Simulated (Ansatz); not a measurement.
Sc, space group I4/mmm: a check of PAW against all-electron LAPW, run with the Python package of Ansatz (0.2.0).

Contents of `sc.xyz`:
```text
1
Lattice="-1.879 1.879 2.3805 1.879 -1.879 2.3805 1.879 1.879 -2.3805" Properties=species:S:1:pos:R:3 pbc="T T T"
Sc    0.00000000    0.00000000    0.00000000
```

Script `paw_lapw.py`:
```python
# -*- coding: utf-8 -*-
'''Checking the PAW result for Sc with LAPW.'''

import ansatz as az
import numpy as np


def count_gap(report):
    # lowest empty less highest filled band, counting bands; zero where they overlap
    return max(report.get('gap_by_band_count_ev') or 0.0, 0.0)

crystal = az.Crystal.from_extxyz('sc.xyz')

calc = (
    crystal.calculation()
    .functional('pbesol')
    .kpoints(10, 10, 10)
    .occupations('fermi_dirac', width=0.15)
    .stress()
    .forces()
    .band_table()
)
variants = {
    'PAW': calc.pseudopotentials('paw'),
    'LAPW': calc.pseudopotentials('all_electron', lapw=True),
}
# totals differ by the cores that each treatment holds, so compare what does not depend on them
rows = []
for label, variant in variants.items():
    data = variant.run(threads=1).report
    levels = np.array(data['eigenvalues_ev'][0]) - data['fermi_energy_ev']
    print(label, 'levels at the first k-point near E_F:', np.round(levels[np.abs(levels) < 5], 3))
    rows.append((label, data['n_electrons'], np.trace(data['stress_gpa']) / 3, count_gap(data)))
lines = [','.join(['treatment', 'electrons in bands', 'P GPa', 'gap by band count eV'])] + [','.join(f'{v:.4f}' if isinstance(v, float) else str(v) for v in row) for row in rows]
print('\n'.join(lines))
with open('paw_lapw.csv', 'w') as handle:
    handle.write('\n'.join(lines) + '\n')
```

How well do the two treatments of the cores agree on the pressure?

PAW gives -10.293 GPa and LAPW -10.287 GPa, 0.006 GPa apart. They took 1.6 and 5.0 s of processor time.

What the script printed:

`python paw_lapw.py` gives:
```text
DeckWarning: basis.ecutwfc = 420 eV, auto-derived from the records' recommended cutoffs: set by Sc (normal level)
PAW levels at the first k-point near E_F: [-4.537  1.014  1.014  1.461  1.748  2.224]
LAPW levels at the first k-point near E_F: [-4.537  1.014  1.014  1.46   1.747  2.223]
treatment,electrons in bands,P GPa,gap by band count eV
PAW,11.0000,-10.2926,0.0000
LAPW,11.0000,-10.2867,0.0000
```
(Warnings from the package without file and line.)

What to keep in mind:
- Total energies depend on the potentials; only differences at equal settings carry meaning. A total without «per atom» is that of the cell as typed.
- The run is spin-unpolarised.
- The computed bands are complete only to about 4.3 eV above the Fermi level.
- The mesh is modest for a metal, so energies can be off by several to tens of meV an atom and pressures by half a GPa or more; differences at equal mesh fare better.
- A Fermi-Dirac width this large means warm electrons, whose thermal share enters the free energy.
- A gap by band count of zero or less means overlapping bands, a metal, and at an odd count of electrons it is no gap at all.
- At these settings the cell as given stands under about -10 GPa, so it isn't at this functional's equilibrium volume.
- This isn't the structure that Sc takes at ambient conditions.
- Gaps and levels are Kohn-Sham values on a finite set of k-points.
- Pressure is positive in compression; the treatments may keep other shells as core, so totals and counts of electrons can differ.
- The whole script took 7.4 s on 1 thread of Intel(R) Xeon(R) Processor @ 2.30GHz (shared host), peak memory 0.54 GiB.
